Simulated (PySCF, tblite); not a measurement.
# C₄H₁₁FSi₂: geometry, infrared bands and NMR shifts

What infrared bands and NMR shifts should C₄H₁₁FSi₂ (`F[Si@@H]1CC[C@@H]1C[SiH3]`) show?

Computed with tblite 0.8.0 and PySCF 2.14.0, with density-fitted response routines of our own, on a single molecule in the gas phase. Atoms count from 0, in the outputs and in this text.

**1. The molecule as given**

18 atoms, charge 0, multiplicity 1; geometry from: force field or distance geometry start.

Bonds of the start (Å): F0–Si1 1.68, Si1–C2 1.87, C2–C3 1.54, C3–C4 1.50, C4–C5 1.49, C5–Si6 1.89, C4–Si1 1.84, Si1–H7 1.47, C2–H8 1.10, C2–H9 1.10, C3–H10 1.09, C3–H11 1.11, C4–H12 1.12, C5–H13 1.11, C5–H14 1.11, Si6–H15 1.45, Si6–H16 1.49, Si6–H17 1.47.

**2. Optimising the geometry with GFN2-xTB**

The job: settings as JSON, then the geometry in Å.

```
{"job": {"kind": "relax", "xc": "GFN2-xTB", "basis": "xTB"}, "charge": 0, "multiplicity": 1}
F     -1.096600    -2.182600     0.946300
Si    -0.651000    -0.578900     1.199600
C     -1.939400     0.671500     0.687000
C     -1.554000     0.323100    -0.763000
C     -0.136600     0.386600    -0.277900
C      0.928600    -0.193100    -1.149300
Si     2.430300    -0.351700    -0.009300
H      0.046900    -0.293100     2.458000
H     -1.610900     1.680600     0.961800
H     -2.973600     0.413100     0.971200
H     -1.812000     1.078700    -1.507500
H     -1.845900    -0.725400    -0.984000
H      0.129300     1.431700     0.011000
H      0.663200    -1.188700    -1.559200
H      1.172100     0.533400    -1.954800
H      3.519400    -1.087500    -0.617100
H      2.792000     1.049900     0.341300
H      1.929300    -0.961300     1.234100
```

Command:

```bash
OMP_NUM_THREADS=1 python probes_run.py task.json out
```

This one command runs all jobs of the session in turn.

**Question.** This job is followed by: GFN2-xTB harmonic vibrations, gas phase; GIAO PBE0/pcSseg-1 NMR shielding, non-relativistic, gas phase. What will the session give for the following? strongest single infrared mode (GFN2-xTB); zero-point energy (GFN2-xTB); 13C shifts against TMS (PBE0/pcSseg-1); 1H shifts against TMS (PBE0/pcSseg-1, means over atoms taken as alike); 19F shifts against CFCl3 (PBE0/pcSseg-1); 29Si shifts against TMS (PBE0/pcSseg-1).

The runs gave:

| quantity | value |
| --- | --- |
| strongest single infrared mode (GFN2-xTB) | 797 cm⁻¹, 416 km/mol |
| zero-point energy (GFN2-xTB) | 84.3 kcal/mol |
| 13C shifts against TMS (PBE0/pcSseg-1) | 39.1, 31.8, 20.1, 13.8 ppm |
| 1H shifts against TMS (PBE0/pcSseg-1, means over atoms taken as alike) | 5.79, 3.80, 2.61, 2.04, 1.77, 1.77, 1.58, 1.30, 1.01 ppm |
| 19F shifts against CFCl3 (PBE0/pcSseg-1) | -200.8 ppm |
| 29Si shifts against TMS (PBE0/pcSseg-1) | 30.8, -72.2 ppm |

**Reading.** The optimisation took 104 steps and gained 1.535 eV; among the close pairs (by a distance rule), Si1–C4 changed most, from 1.838 to 1.912 Å. All 48 modes are real, so the xTB geometry is a minimum. The strongest single mode, at 797 cm⁻¹, is spread over several atoms, H15, H16, Si6, H17 among them. Unscaled tight-binding wavenumbers are off by several per cent, some by more. Its intensities can rank the bands wrongly. At PBE0/pcSseg-1: The widest tensor belongs to Si1: span 111 ppm, with a paramagnetic part of -560 ppm.
